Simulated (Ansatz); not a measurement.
# CH6BFOSi: the cost of one run

Method: the settings change from run to run; program: Ansatz 0.2.0, Gaussian basis.

## Step 1: The molecule

The geometry comes from an earlier relaxation with PBE0-D4 in a triple-zeta def2 set; it is a stationary point, not always the lowest conformer.

SMILES `O[SiH2]CBF`, 11 atoms, charge 0, spin multiplicity 1.

Atoms are counted from 1 here; the program's logs count them from 0.

Bond lengths: O1–Si2 1.645 Å, O1–H6 0.959 Å, Si2–C3 1.886 Å, Si2–H7 1.489 Å, Si2–H8 1.481 Å, C3–B4 1.538 Å, C3–H9 1.096 Å, C3–H10 1.093 Å, B4–F5 1.336 Å, B4–H11 1.199 Å. Angles: Si2–O1–H6 117.8°, O1–Si2–C3 110.5°, O1–Si2–H7 111.6°, O1–Si2–H8 106.2°, C3–Si2–H7 109.0°, C3–Si2–H8 110.4°, H7–Si2–H8 109.1°, Si2–C3–B4 109.3°, Si2–C3–H9 104.6°, Si2–C3–H10 107.6°, B4–C3–H9 112.3°, B4–C3–H10 112.7°, H9–C3–H10 110.0°, C3–B4–F5 118.8°, C3–B4–H11 125.1°, F5–B4–H11 116.0°.

## Step 2: PBEsol/cc-pVTZ

Options: charge -1, multiplicity 2, a grid of angular degree 47, high accuracy.

The input, in.yaml:

```yaml
crystal:
  periodic: [false, false, false]
  atoms:
    - {symbol: O, position_ang: [-1.910946, -0.181874, 0.740219]}
    - {symbol: Si, position_ang: [-0.450061, -0.934867, 0.680180]}
    - {symbol: C, position_ang: [0.908601, 0.296156, 0.239496]}
    - {symbol: B, position_ang: [0.669949, 0.826696, -1.184652]}
    - {symbol: F, position_ang: [-0.296981, 1.727795, -1.382527]}
    - {symbol: H, position_ang: [-2.122318, 0.440093, 0.041657]}
    - {symbol: H, position_ang: [-0.443872, -2.041171, -0.317009]}
    - {symbol: H, position_ang: [-0.219982, -1.497492, 2.031184]}
    - {symbol: H, position_ang: [0.824002, 1.083787, 0.996477]}
    - {symbol: H, position_ang: [1.867073, -0.219457, 0.342946]}
    - {symbol: H, position_ang: [1.239934, 0.443434, -2.167471]}
basis:
  gaussian: {orbitals: cc-pVTZ, final_grid: {core_spheres: 20, valence_spheres: 16, degree: 47}}
total_charge: -1
magnetization: {spin_polarized: true, initial_magnetization: 1}
hamiltonian: {xc: {name: PBEsol}}
accuracy: high
```

Launch:

```
$ ansatz run in.yaml --threads 4 --pin off --events-out ev --progress --plain --max-ram 10444MiB
```

**Question.** How long does this run take on 4 threads of Intel Xeon Platinum 8488C, shared host, and how much memory does it need?

About 11 s, with a peak of 1.6 GiB.
